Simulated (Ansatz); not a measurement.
# SrMg: how the settings move a single-point run

Question: which choices in the input matter for SrMg?

Program: Ansatz 0.2.0. Level of theory: reference: DFT, LDA, all-electron PAW with datasets made for the crystal, scalar-relativistic. These are calculated values, not measurements.

## 1. The system as given

Symmetry: Pm-3m, No. 221, cubic system. Conventional cell: a = 3.900 Å, b = 3.900 Å, c = 3.900 Å, α = 90.00°, β = 90.00°, γ = 90.00°. Sr (site symmetry m-3m) has 8 Mg at 3.38 Å as nearest neighbours. Mg (site symmetry m-3m) is surrounded by 8 Sr at 3.38 Å.

Coordinates:

```cif
data_structure
_symmetry_space_group_name_H-M 'Pm-3m'
_symmetry_Int_Tables_number 221
_cell_length_a 3.9000
_cell_length_b 3.9000
_cell_length_c 3.9000
_cell_angle_alpha 90.000
_cell_angle_beta 90.000
_cell_angle_gamma 90.000
_cell_volume 59.32
loop_
_atom_site_label
_atom_site_type_symbol
_atom_site_symmetry_multiplicity
_atom_site_Wyckoff_symbol
_atom_site_fract_x
_atom_site_fract_y
_atom_site_fract_z
_atom_site_occupancy
Sr1 Sr 1 b 0.50000 0.50000 0.50000 1
Mg1 Mg 1 a 0.00000 0.00000 0.00000 1
```

## 2. Baseline

The input, input.yaml:

```yaml
crystal:
  lattice:
    - [3.9, 0.0, 0.0]
    - [0.0, 3.9, 0.0]
    - [0.0, 0.0, 3.9]
  atoms:
    - { symbol: Sr, position: [0.5, 0.5, 0.5] }
    - { symbol: Mg, position: [0.0, 0.0, 0.0] }
kpoints:
  mp_grid: { grid: [9, 9, 9] }
scf:
  occupations: { method: fermi_dirac, width: 0.05 }
hamiltonian:
  xc: lda
  pseudopotentials: { kind: all_electron, datasets: crystal }
output:
  forces: true
  stress: true
  eigenvalues: true
  efg: { contact_densities: true }
```

Command:

```
ansatz run input.yaml --threads 1 --pin off --max-ram 2048MiB --backend cpu --events-out ev --progress --plain --runs-dir out
```

## 3. Variant: occupations.method tetrahedron, width left out

input.yaml, as its differences from that of step 2:

```diff
@@ -11,3 +11,3 @@
 scf:
-  occupations: { method: fermi_dirac, width: 0.05 }
+  occupations: { method: tetrahedron }
 hamiltonian:
```

**Question.** What will these runs give? Wanted: for each run, ending; energy change; pressure; gap; force.

The runs gave:

```tsv
run	ending	energy change	pressure (GPa)	gap (eV)	force (eV/Å)	cycles	time
reference	converged	0	3.4	0.00	0.00	6	2.4 s
1: occupations.method tetrahedron, width left out	converged	0.0 meV/atom (σ→0)	3.4	0.00	0.00	6	2.2 s
```

Residual by cycle in the longest SCF loop of each run; runs are numbered as in the table. The quantity is the density residual dr2, in eV.

```tsv
cycle	reference	run 1
1	0.0612	0.0611
2	0.0317	0.0317
3	6.0e-4	5.6e-4
4	5.4e-5	4.9e-5
5	5.8e-6	6.1e-6
6	6.5e-9	6.1e-9
```

Changing the smearing hardly moves the energy: 0.0 meV/atom.
